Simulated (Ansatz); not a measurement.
The system is BiTe.

```
Bi Te
1.0
     2.42271    1.39875    3.31729
    -2.42271    1.39875    3.31729
     0.00000   -2.79750    3.31729
Bi Te
1 1
Direct
  0.50000 0.50000 0.50000
  0.00000 0.00000 0.00000
```

The cell comes from a database or a generator and needn't be the stable form of this composition.

```yaml
Program: Ansatz 0.2.0
Task: relaxation of cell and atoms
Functional: PBE
Dispersion: D3(BJ)
Potentials_or_basis: Ansatz PAW
Cutoff: "420 eV (not typed: the program's choice for these potentials)"
k_mesh: 7 × 7 × 7
Occupations: fermi-dirac, width 0.05 eV
Spin: no spin polarisation
```

At the start: volume 33.72 Å³/atom.

**Question.** Where does the relaxation end?

**Answer.** It ends after 7 steps and the volume is 31.99 Å³/atom (-5.1 %); space group R-3m (No. 166, to 0.05 Å).

Step by step:
```tsv
step	energy change (eV)	largest force (eV/Å)	volume (Å³)
1	0.0000	0.0000	67.45
2	-0.0175	0.0000	63.30
3	-0.0226	0.0000	64.40
4	-0.0235	0.0000	64.30
5	-0.0240	0.0000	64.05
6	-0.0240	0.0000	63.99
7	-0.0234	0.0000	63.99
```

Final structure:
```
CELL_PARAMETERS angstrom
2.41803 1.39605 3.15934
-2.41803 1.39605 3.15934
0.00000 -2.79210 3.15934
ATOMIC_POSITIONS crystal
Bi 0.50000 0.50000 0.50000
Te 0.00000 0.00000 0.00000
```

Caveat: the plane-wave basis is chosen anew once the cell has moved, so the energies of steps on either side of that aren't comparable; pairwise dispersion overbinds metals, which lowers pressure and volume.
